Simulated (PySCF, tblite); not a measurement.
**C₈H₁₄OSi: geometry, infrared bands and NMR shifts**

Aim: predict the infrared bands and NMR shifts of C₈H₁₄OSi (`C=C(C)[C@@H]1C[C@@H](C=O)C[SiH2]1`).

Programs: tblite 0.8.0 and PySCF 2.14.0, with density-fitted response routines of our own. Each step states its level of theory. These are calculated values for one molecule in the gas phase, unless marked as measured. Atoms count from 0, in the outputs and in this text.

## (1) The molecule as given

24 atoms, charge 0, multiplicity 1; geometry from: force field or distance geometry start.

Bonds of the start (Å): C0–C1 1.33, C1–C2 1.51, C1–C3 1.53, C3–C4 1.55, C4–C5 1.54, C5–C6 1.52, C6–O7 1.23, C5–C8 1.55, C8–Si9 1.93, Si9–C3 2.00, C0–H10 1.10, C0–H11 1.07, C2–H12 1.10, C2–H13 1.09, C2–H14 1.11, C3–H15 1.11, C4–H16 1.10, C4–H17 1.09, C5–H18 1.09, C6–H19 1.10, C8–H20 1.09, C8–H21 1.09, Si9–H22 1.49, Si9–H23 1.49.

## (2) Geometry optimisation with GFN2-xTB

Job settings and geometry (Å):

```
{"job": {"kind": "relax", "xc": "GFN2-xTB", "basis": "xTB"}, "charge": 0, "multiplicity": 1}
C     -2.333300     0.405400    -1.440200
C     -1.860900     0.225000    -0.209800
C     -2.801500     0.063300     0.964400
C     -0.377300     0.226000     0.145100
C      0.638500     0.633800    -0.949400
C      2.059600     0.261700    -0.499500
C      2.539400     1.234500     0.571200
O      2.854900     0.910500     1.720000
C      2.068400    -1.219800    -0.045300
Si     0.336500    -1.545300     0.740900
H     -3.415200     0.421500    -1.630500
H     -1.712800     0.549300    -2.305700
H     -2.609000     0.825300     1.734800
H     -2.713500    -0.924400     1.413300
H     -3.858500     0.198000     0.656500
H     -0.228200     0.885000     1.026400
H      0.437600     0.108700    -1.893300
H      0.550900     1.704400    -1.158700
H      2.769500     0.384600    -1.322600
H      2.608800     2.288700     0.263700
H      2.861700    -1.444700     0.664000
H      2.159800    -1.869000    -0.917800
H      0.366500    -1.630400     2.230700
H     -0.353800    -2.672300     0.043500
```

Command:

```sh
> OMP_NUM_THREADS=1 python probes_run.py task.json out
```

The driver reads the jobs from task.json and runs them one after another.

**Question.** This job is followed by: GFN2-xTB harmonic vibrations, gas phase; GIAO PBE0/pcSseg-1 NMR shielding, non-relativistic, gas phase. Predict these results of the whole session: strongest single infrared mode (GFN2-xTB); zero-point energy (GFN2-xTB); 13C shifts against TMS (PBE0/pcSseg-1); 1H shifts against TMS (PBE0/pcSseg-1, means over atoms taken as alike); 17O shifts against H2O (PBE0/pcSseg-1); 29Si shifts against TMS (PBE0/pcSseg-1); surface potential, 1st and 99th percentile.

As calculated:

| quantity | value |
| --- | --- |
| strongest single infrared mode (GFN2-xTB) | 2211 cm⁻¹, 364 km/mol |
| zero-point energy (GFN2-xTB) | 122.6 kcal/mol |
| 13C shifts against TMS (PBE0/pcSseg-1) | 215.0, 155.6, 108.8, 55.1, 33.4, 32.0, 30.3, 13.3 ppm |
| 1H shifts against TMS (PBE0/pcSseg-1, means over atoms taken as alike) | 10.28, 4.95, 4.77, 4.74, 3.96, 3.35, 2.03, 1.88, 1.84, 1.58, 0.92, 0.64 ppm |
| 17O shifts against H2O (PBE0/pcSseg-1) | 679.8 ppm |
| 29Si shifts against TMS (PBE0/pcSseg-1) | -22.6 ppm |
| surface potential, 1st and 99th percentile | -1.43 V and 1.05 V |

**Reading.** The optimisation took 109 steps and gained 0.295 eV; among the close pairs (by a distance rule), C3–Si9 changed most, from 2.000 to 1.926 Å. No mode is imaginary among the 66: a minimum at this level. The strongest single mode, at 2211 cm⁻¹, moves mainly H23. GFN2-xTB is a fitted tight-binding method: band positions and strengths are rough. Its intensities can rank the bands wrongly. The most deshielded carbon is C6 (aldehyde carbonyl carbon), at 215.0 ppm: the double bond to the heteroatom, with no lone-pair donor beside it, deshields it most. H19 (hydrogen on an aldehyde carbonyl carbon) lies farthest downfield among hydrogen, at 10.28 ppm; deshielded by the polar, anisotropic C=O bond. At PBE0/pcSseg-1: Shielding is most anisotropic at O7 (span 1324 ppm, paramagnetic term -748 ppm). By nearest atom (PBE0/pcSseg-1), the HOMO sits on C0 37 %; C1 24 % and the LUMO on C6 43 %; O7 30 %.
